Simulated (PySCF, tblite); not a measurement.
# C₆H₉ClF₂O: geometry, infrared bands and NMR shifts

Wanted: the infrared bands and NMR shifts of C₆H₉ClF₂O (`CC[C@@](F)(C(=O)Cl)[C@H](C)F`), by calculation.

The runs use tblite 0.8.0 and PySCF 2.14.0, with density-fitted response routines of our own; the level of theory stands in each step. All values are computed, except where a source is named. Atoms count from 0, in the outputs and in this text.

### 1 The molecule as given

19 atoms, charge 0, multiplicity 1; geometry from: force field or distance geometry start.

Bonds of the start (Å): C0–C1 1.52, C1–C2 1.51, C2–F3 1.35, C2–C4 1.49, C4–O5 1.24, C4–Cl6 1.75, C2–C7 1.51, C7–C8 1.49, C7–F9 1.39, C0–H10 1.10, C0–H11 1.12, C0–H12 1.11, C1–H13 1.11, C1–H14 1.10, C7–H15 1.11, C8–H16 1.11, C8–H17 1.09, C8–H18 1.12.

### 2 Optimising the geometry with GFN2-xTB

Job settings and geometry (Å):

```
{"job": {"kind": "relax", "xc": "GFN2-xTB", "basis": "xTB"}, "charge": 0, "multiplicity": 1}
C      2.518100     0.123200    -0.110300
C      1.195800    -0.458400    -0.577800
C      0.027200    -0.054300     0.293800
F      0.196500    -0.443300     1.578500
C     -0.105100     1.424100     0.189700
O      0.687100     2.058600    -0.523600
Cl    -1.338800     2.360200     1.007400
C     -1.186300    -0.690000    -0.351400
C     -2.395700    -0.329700     0.446600
F     -1.080600    -2.069000    -0.435700
H      2.410300     0.953000     0.609000
H      3.087700    -0.707900     0.377200
H      3.048600     0.450800    -1.034600
H      1.318200    -1.563600    -0.549700
H      0.969300    -0.132200    -1.602900
H     -1.344400    -0.251400    -1.362900
H     -3.109900    -1.170400     0.544500
H     -2.856900     0.559600     0.015100
H     -2.050900    -0.050000     1.479900
```

Started as:

```
$ OMP_NUM_THREADS=1 python probes_run.py task.json out
```

One launch serves the whole session: the jobs run in the order shown.

**Question.** This job is followed by: GFN2-xTB harmonic vibrations, gas phase; GIAO PBE0/pcSseg-1 NMR shielding, non-relativistic, gas phase. What will the session give for the following? strongest single infrared mode (GFN2-xTB); zero-point energy (GFN2-xTB); ¹³C shifts against TMS (PBE0/pcSseg-1); ¹H shifts against TMS (PBE0/pcSseg-1, means over atoms taken as alike); ¹⁹F shifts against CFCl3 (PBE0/pcSseg-1); ¹⁷O shifts against H2O (PBE0/pcSseg-1); ³⁵Cl shifts against HCl (PBE0/pcSseg-1); surface potential, 1st and 99th percentile.

The runs gave:

```
                                                              quantity                                     value
                             strongest single infrared mode (GFN2-xTB)                     1795 cm⁻¹, 306 km/mol
                                          zero-point energy (GFN2-xTB)                             88.8 kcal/mol
                                ¹³C shifts against TMS (PBE0/pcSseg-1)  192.0, 105.4, 96.8, 34.2, 17.3, 10.0 ppm
¹H shifts against TMS (PBE0/pcSseg-1, means over atoms taken as alike)          4.89, 2.55, 1.86, 1.49, 1.18 ppm
                              ¹⁹F shifts against CFCl3 (PBE0/pcSseg-1)                        -197.1, -218.2 ppm
                                ¹⁷O shifts against H2O (PBE0/pcSseg-1)                                 595.1 ppm
                               ³⁵Cl shifts against HCl (PBE0/pcSseg-1)                                   481 ppm
                                 surface potential, 1st and 99th percentile                        -0.99 V and 0.98 V
```

The optimisation took 135 steps and gained 1.105 eV; among the close pairs (by a distance rule), C4–O5 changed most, from 1.241 to 1.189 Å. No mode is imaginary among the 51: a minimum at this level. The strongest single mode, at 1795 cm⁻¹, moves mainly C4 and O5. Unscaled tight-binding wavenumbers are off by several per cent, some by more. Its intensities can rank the bands wrongly. H15 (hydrogen on an sp3 CH bonded to F) lies farthest downfield among hydrogen, at 4.89 ppm; its carbon carries F, hence the downfield position. At PBE0/pcSseg-1: The widest tensor belongs to O5: span 954 ppm, with a paramagnetic part of -659 ppm. By nearest atom (PBE0/pcSseg-1), the HOMO sits on O5 48 %; Cl6 21 % and the LUMO on C4 46 %; O5 29 %.
